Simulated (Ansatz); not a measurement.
# Li16H: the cost of one run

Program: Ansatz 0.2.0. Level of theory: DFT PBE+D3(BJ), plane waves, PAW, scalar-relativistic, no spin polarisation. These are calculated values, not measurements.

### 1 The starting structure

The cell holds 17 atoms (HLi16): a = 6.980 Å, b = 6.980 Å, c = 6.980 Å, α = 90.00°, β = 90.00°, γ = 90.00°.

Coordinates:

```
Li H
1.0
     6.98000    0.00000    0.00000
     0.00000    6.98000    0.00000
     0.00000    0.00000    6.98000
Li H
16 1
Cartesian
  0.0000 0.0000 0.0000
  3.4900 0.0000 0.0000
  0.0000 3.4900 0.0000
  0.0000 0.0000 3.4900
  1.7450 1.7450 1.7450
  3.4900 3.4900 0.0000
  3.4900 0.0000 3.4900
  5.2350 1.7450 1.7450
  0.0000 3.4900 3.4900
  1.7450 5.2350 1.7450
  1.7450 1.7450 5.2350
  3.4900 3.4900 3.4900
  5.2350 5.2350 1.7450
  5.2350 1.7450 5.2350
  1.7450 5.2350 5.2350
  5.2350 5.2350 5.2350
  6.2102 3.5030 5.2303
```

### 2 Relaxing end A

Contents of input.yaml:

```yaml
crystal:
  lattice:
    - [6.98, 0.0, 0.0]
    - [0.0, 6.98, 0.0]
    - [0.0, 0.0, 6.98]
  atoms:
    - { symbol: Li, position: [0.0, 0.0, 0.0] }
    - { symbol: Li, position: [0.5, 0.0, 0.0] }
    - { symbol: Li, position: [0.0, 0.5, 0.0] }
    - { symbol: Li, position: [0.0, 0.0, 0.5] }
    - { symbol: Li, position: [0.25, 0.25, 0.25] }
    - { symbol: Li, position: [0.5, 0.5, 0.0] }
    - { symbol: Li, position: [0.5, 0.0, 0.5] }
    - { symbol: Li, position: [0.75, 0.25, 0.25] }
    - { symbol: Li, position: [0.0, 0.5, 0.5] }
    - { symbol: Li, position: [0.25, 0.75, 0.25] }
    - { symbol: Li, position: [0.25, 0.25, 0.75] }
    - { symbol: Li, position: [0.5, 0.5, 0.5] }
    - { symbol: Li, position: [0.75, 0.75, 0.25] }
    - { symbol: Li, position: [0.75, 0.25, 0.75] }
    - { symbol: Li, position: [0.25, 0.75, 0.75] }
    - { symbol: Li, position: [0.75, 0.75, 0.75] }
    - { symbol: H, position: [0.8897119, 0.5018657, 0.7493246] }
basis:
  ecutwfc: 420.0
kpoints:
  mp_grid: { grid: [3, 3, 3] }
hamiltonian:
  xc: pbe
  dispersion: d3bj
scf:
  occupations: { method: fermi_dirac, width: 0.1 }
  lower_state_search: "off"
relax:
  f_tol: 0.03
  max_steps: 60
  adjacent_minimum: "off"
```

Launch:

```sh
> ansatz run input.yaml --threads 2 --pin off --max-ram 5120MiB --backend cpu --events-out ev --progress --plain --runs-dir out
```

**Question.** How long does this run take on 2 threads of AMD EPYC 9R14 (Zen 4), shared host, and how much memory does it need?

About 18 s, with a peak of 0.6 GiB.
